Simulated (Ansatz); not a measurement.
**CH7BO3Si: a ladder of functionals and wavefunction methods**

One table from this session's results is given with a row withheld; the runs are named, their logs left out.

Computed with Ansatz 0.2.0, Gaussian basis. Level: functionals in def2-TZVPP, the program's frozen cores in correlated methods.

Plan: PBE-D4, r2SCAN-D4, PBE0-D4, B3LYP-D4, ωB97X-V, ωB97M-V, B2PLYP; CCSD(T)/def2-TZVPP; MP2/def2-QZVPP; extrapolation to the limit.

## Structure used throughout

All runs share one geometry, relaxed beforehand with PBE0-D4 in a triple-zeta def2 set.

SMILES `C[SiH2]OB(O)O`, 13 atoms, charge 0, spin multiplicity 1.

Atoms are counted from 1 here; the program's logs count them from 0.

Bond lengths: C1–Si2 1.858 Å, C1–H7 1.093 Å, C1–H8 1.092 Å, C1–H9 1.094 Å, Si2–O3 1.658 Å, Si2–H10 1.485 Å, Si2–H11 1.487 Å, O3–B4 1.362 Å, B4–O5 1.367 Å, B4–O6 1.367 Å, O5–H12 0.960 Å, O6–H13 0.960 Å. Angles: Si2–C1–H7 111.1°, Si2–C1–H8 110.3°, Si2–C1–H9 110.3°, H7–C1–H8 108.6°, H7–C1–H9 108.1°, H8–C1–H9 108.4°, C1–Si2–O3 111.5°, C1–Si2–H10 111.0°, C1–Si2–H11 110.7°, O3–Si2–H10 105.3°, O3–Si2–H11 109.3°, H10–Si2–H11 108.9°, Si2–O3–B4 131.0°, O3–B4–O5 119.8°, O3–B4–O6 121.0°, O5–B4–O6 119.2°, B4–O5–H12 112.2°, B4–O6–H13 111.9°.

As a file:

```mol
CH7BO3Si
  3D, bonds by distance, orders not assigned

 13 12  0  0  0  0  0  0  0  0999 V2000
    0.1017   -2.0018   -0.0048 C   0  0
    0.7231   -0.5588    0.9865 Si  0  0
   -0.2002    0.7943    0.7331 O   0  0
   -0.4513    1.5048   -0.4010 B   0  0
    0.0730    1.0890   -1.5931 O   0  0
   -1.2255    2.6314   -0.3685 O   0  0
   -0.9352   -2.2354    0.2485 H   0  0
    0.1573   -1.7807   -1.0727 H   0  0
    0.7082   -2.8893    0.1960 H   0  0
    0.6266   -0.8332    2.4430 H   0  0
    2.1390   -0.2576    0.6457 H   0  0
   -0.1634    1.6733   -2.3168 H   0  0
   -1.5329    2.8292    0.5187 H   0  0
  1  2  8  0
  2  3  8  0
  3  4  8  0
  4  5  8  0
  4  6  8  0
  1  7  8  0
  1  8  8  0
  1  9  8  0
  2 10  8  0
  2 11  8  0
  5 12  8  0
  6 13  8  0
M  END
```

Set-up of the first run:

The input, in.yaml:

```yaml
crystal:
  periodic: [false, false, false]
  atoms:
    - {symbol: C, position_ang: [0.101659, -2.001811, -0.004818]}
    - {symbol: Si, position_ang: [0.723147, -0.558808, 0.986523]}
    - {symbol: O, position_ang: [-0.200157, 0.794328, 0.733117]}
    - {symbol: B, position_ang: [-0.451270, 1.504823, -0.400986]}
    - {symbol: O, position_ang: [0.072951, 1.088998, -1.593139]}
    - {symbol: O, position_ang: [-1.225452, 2.631437, -0.368475]}
    - {symbol: H, position_ang: [-0.935159, -2.235411, 0.248527]}
    - {symbol: H, position_ang: [0.157253, -1.780684, -1.072747]}
    - {symbol: H, position_ang: [0.708155, -2.889260, 0.196047]}
    - {symbol: H, position_ang: [0.626583, -0.833178, 2.442978]}
    - {symbol: H, position_ang: [2.138958, -0.257599, 0.645740]}
    - {symbol: H, position_ang: [-0.163363, 1.673300, -2.316838]}
    - {symbol: H, position_ang: [-1.532903, 2.829162, 0.518672]}
basis:
  gaussian: {orbitals: def2-TZVPP}
hamiltonian: {xc: pbe, dispersion: d4}
output: {forces: true, orbitals: {seedname: orbitals}}
```

Run with:

```sh
$ ansatz run in.yaml --threads 2 --pin off --events-out ev --progress --plain --max-ram 32768MiB --backend cuda --devices 0, --max-vram 18GiB
```

Among the steps run: PBE-D4 (GGA); r2SCAN-D4 (meta-GGA); PBE0-D4 (hybrid); B3LYP-D4 (hybrid); ωB97X-V (range-separated); ωB97M-V (range-separated); B2PLYP (double hybrid); CCSD(T) in def2-TZVPP; MP2 in def2-QZVPP.

One table of the session follows, with a row left open; its other results are not shown here.

```
            method  atomisation energy (kcal/mol)
            PBE-D4                         1286.1
         r2SCAN-D4                         1275.4
           PBE0-D4                         1264.0
          B3LYP-D4                         1268.3
           ωB97X-V                         1272.1
           ωB97M-V                         1275.8
            B2PLYP                              ?
     HF/def2-TZVPP                          945.8
    MP2/def2-TZVPP                         1268.6
   CCSD/def2-TZVPP                         1223.7
CCSD(T)/def2-TZVPP                         1240.3
           MP2/CBS                         1301.4
       CCSD(T)/CBS                         1273.1
```

Estimate the missing values for B2PLYP.

As computed: atomisation energy (kcal/mol): 1259.1. In the column «atomisation energy (kcal/mol)» it lies between CCSD(T)/def2-TZVPP (1240.3) and PBE0-D4 (1264.0).

Limits of these values: Free atoms (1 C, 1 Si, 3 O, 1 B, 7 H) were run apart at each level; the atomisation energy is their sum less the molecule, without zero-point or spin-orbit terms.
